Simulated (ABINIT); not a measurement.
Ta3Cu, 4 atoms in the cell. Symmetry: I4/mmm, No. 139, tetragonal system. The conventional cell has a = 4.013 Å, b = 4.013 Å, c = 8.416 Å, α = 90.00°, β = 90.00°, γ = 90.00°. Ta (site symmetry 4/mmm) has 4 Cu at 2.84 Å and 8 Ta at 2.91 Å as nearest neighbours. Ta (site symmetry -4m2) has 8 Ta at 2.84 to 2.91 Å and 4 Cu at 2.91 Å as nearest neighbours. Cu (site symmetry 4/mmm) is surrounded by 12 Ta at 2.84 to 2.91 Å. The cell comes from a database or a generator and needn't be the stable form of this composition.

```yaml
Program: ABINIT 10.8.3 (patched build)
Task: single point
Functional: PBE
Potentials_or_basis: JTH PAW PBE v2.0
Cutoff: 707 eV
k_mesh: 9 × 9 × 9
Occupations: fermi-dirac, width 0.05 eV
Spin: no spin polarisation
Fine-grid_cutoff: 1306.15 eV
```

Potentials or basis: JTH PAW PBE v2.0.

Command:

```console
$ abinit run.abi > log 2>&1
```

Hardware: 1 thread of Arm Neoverse V1, with other jobs on the host.

Q: Estimate the wall time of this run.

A: Wall time 15 min on 1 thread of Arm Neoverse V1, on a shared host, peak memory 0.37 GiB. Counts: scf iterations 24, mpi ranks 1, k points 75, bands 35, plane waves 2926.
